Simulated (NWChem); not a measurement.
**HNCO (isocyanic acid) at B3LYP/SBKJC-VDZ (core potential)**

What is the electronic atomisation energy of HNCO (isocyanic acid) at B3LYP/SBKJC-VDZ (core potential)? 

Program for the calculation: NWChem 7.3.0.

4 further runs of the same task are left out: 4 set aside as unsound or not needed.

**1. Starting point**

The species is HNCO (4 atoms), meant as a singlet with charge 0. SMILES: `N=C=O`. Geometry: relaxed at PBE0-D4/def2-TZVP.

Bond lengths: N1–C2 1.208 Å, C2–O3 1.161 Å, N1–H4 1.004 Å. Angles: N1–C2–O3 173.0°, C2–N1–H4 125.4°.

**2. The energy at B3LYP/SBKJC-VDZ (core potential) (run 1)**

Contents of sp.nw:

```
START sp
memory total 2200 mb

GEOMETRY units bohr noautosym nocenter noautoz
  N    0.95431169  -0.73850497  -0.79859826
  C   -0.87362039   0.30386796   0.08768329
  O   -2.76240165   1.21925130   0.72452100
  H    2.68152137  -0.78461429  -0.01360603
END

BASIS spherical bse
  * library SBKJC-VDZ
END

ECP bse
  N library SBKJC-VDZ
  C library SBKJC-VDZ
  O library SBKJC-VDZ
END

DFT
  xc b3lyp
  grid fine
  convergence energy 1e-08
  iterations 100
  mulliken
  print low
END

TASK dft energy
```

On the command line:

```bash
nwchem sp.nw > sp.out
```

The program printed:

```text
[...]
 d= 0,ls=0.0,diis     1    -31.9449957014 -6.31D+01  5.44D-02  6.90D-01     0.3
[...]
 d= 0,ls=0.0,diis     8    -32.0483093288  4.37D-09  8.97D-06  1.32D-07     1.6
         Total DFT energy =      -32.048309328774
      One electron energy =     -111.925348903920
           Coulomb energy =       56.773255636056
    Exchange-Corr. energy =       -8.047397183362
 Nuclear repulsion energy =       31.151181122451
[...]
      Total Density - Mulliken Population Analysis
     ---------------------------------------------
    Atom       Charge   Shell Charges
 -----------   ------   -------------------------------------------------------
    1 N    5     5.01   1.23  3.07  0.03  0.67
    2 C    4     4.34   1.10  2.51  0.25  0.49
    3 O    6     5.97   1.44  3.54  0.23  0.77
    4 H    1     0.68   0.43  0.25
[...]
```

It took 2.2 s on 1 thread of Intel Xeon Platinum 8259CL at 2.50GHz (Skylake/Cascade Lake), shared host; peak memory 0.11 GiB.

**3. The C atom at the same level (run 2)**

Contents of job.nw:

```
start job
title "C B3LYP"
memory stack 880 mb heap 220 mb global 1100 mb
charge 0

geometry units angstrom noautosym nocenter noautoz
  C        0.000000       0.000000       0.000000
end

basis spherical bse
  C library SBKJC-VDZ
end

ecp bse
  C library SBKJC-VDZ
end

dft
  xc b3lyp
  mult 3
  grid fine
  convergence energy 1e-08
  iterations 100
  mulliken
  noprint "final vectors analysis"
end

task dft
```

Run the same way, it converges to -5.40606 Eh (log not shown).

Runs 3 to 4 aren't shown in full; the table further down has their settings and results.

**4. The O atom, same level (run 5)**

Contents of sp.xyz:

```xyz
1

O      0.000000     0.000000     0.000000
```

Contents of sp.nw:

```
start sp
memory total 2200 mb

geometry units angstrom noautosym nocenter noautoz
   load sp.xyz
end

basis spherical bse
   O library SBKJC-VDZ
end

ecp bse
   O library SBKJC-VDZ
end

dft
   xc b3lyp
   mult 3
   grid fine
   convergence energy 1e-08
   maxiter 100
   mulliken
   print low
end

task dft energy
```

Run the same way, it converges to -15.82827 Eh (log not shown).

**5. All runs side by side**

| run | level | core potential | partner | energy (Eh) | wall time |
| --- | --- | --- | --- | --- | --- |
| 1 | B3LYP/SBKJC-VDZ (core potential) | SBKJC-VDZ | base | -32.048309 | 2.2 s |
| 2 | UB3LYP/SBKJC-VDZ (core potential) | SBKJC-VDZ | atoms | -5.406061 | 1.4 s |
| 3 | UB3LYP/SBKJC-VDZ | – | atoms | -0.497311 | 0.7 s |
| 4 | UB3LYP/SBKJC-VDZ (core potential) | SBKJC-VDZ | atoms | -9.749796 | 0.74 s |
| 5 | UB3LYP/SBKJC-VDZ (core potential) | SBKJC-VDZ | atoms | -15.828270 | 0.91 s |

**6. Summary of results**

Level: B3LYP/SBKJC-VDZ (core potential).

| quantity | value |
| --- | --- |
| O atom: total energy | -15.82827 Eh |
| O atom: ⟨S²⟩ | 2.002 |
| electronic atomisation energy | 15.425 eV |

Taking the molecule apart into free atoms costs 15.43 eV (356 kcal/mol), before zero-point energy and without spin-orbit coupling. The basis has no polarisation functions, which makes bonds too weak. All runs together took 6 s, the longest 2.2 s.
